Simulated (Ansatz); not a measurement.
**WNH+ (quartet): wave-function methods side by side, def2-TZVPP**

An exercise on one series of results from a longer session: the logs are not shown, and one member is left open.

Method: def2-TZVPP, core rule «outside noble gas», up to 5 orbitals frozen; program: Ansatz 0.2.0, Gaussian basis.

Plan: UHF; ROHF; CCSD(T) on UHF.

## The geometry

The geometry is a PBE0/def2-TZVP stationary point (not a proven minimum). No spin-orbit coupling is included. Elements past krypton take def2 core potentials.

3 atoms, charge 1, spin multiplicity 4.

Atoms are counted from 1 here; the program's logs count them from 0.

Bond lengths: W1–N2 1.681 Å, N2–H3 1.018 Å. Angles: W1–N2–H3 180.0°.

As a file:

```xyz
3

W     0.0000    0.0000    1.4601
N     0.0000    0.0000   -0.2210
H     0.0000    0.0000   -1.2391
```

The first run:

File in.yaml:

```yaml
crystal:
  periodic: [false, false, false]
  atoms:
    - {symbol: W, position_ang: [0.000000, 0.000000, 1.460058]}
    - {symbol: N, position_ang: [0.000000, 0.000000, -0.220962]}
    - {symbol: H, position_ang: [0.000000, 0.000000, -1.239096]}
basis:
  gaussian: {orbitals: def2-TZVPP}
total_charge: 1
magnetization: {spin_polarized: true, initial_magnetization: 3}
hamiltonian: {xc: hf}
output: {orbitals: {seedname: orbitals}}
```

Command:

```sh
> ansatz run in.yaml --threads 1 --pin off --events-out ev --progress --plain --max-ram 4096MiB --backend cpu
```

Among the steps run: UHF; ROHF; CCSD(T) on UHF.

One table of the session follows, with a row left open; its other results are not shown here.

```
  method  from UCCSD(T) (meV)
    ROHF             +10126.0
     UHF              +9445.5
    UMP2              +1121.9
   UCCSD                    ?
UCCSD(T)                    0
```

Estimate the missing values for UCCSD.

As computed: from UCCSD(T) (meV): +527.2. In the column «from UCCSD(T) (meV)» it lies between UCCSD(T) (0) and UMP2 (+1121.9).

To keep in mind: The determinant is far from a pure spin state, so its energy mixes those of several spin states (harmless only where they are near-degenerate, as at dissociation).
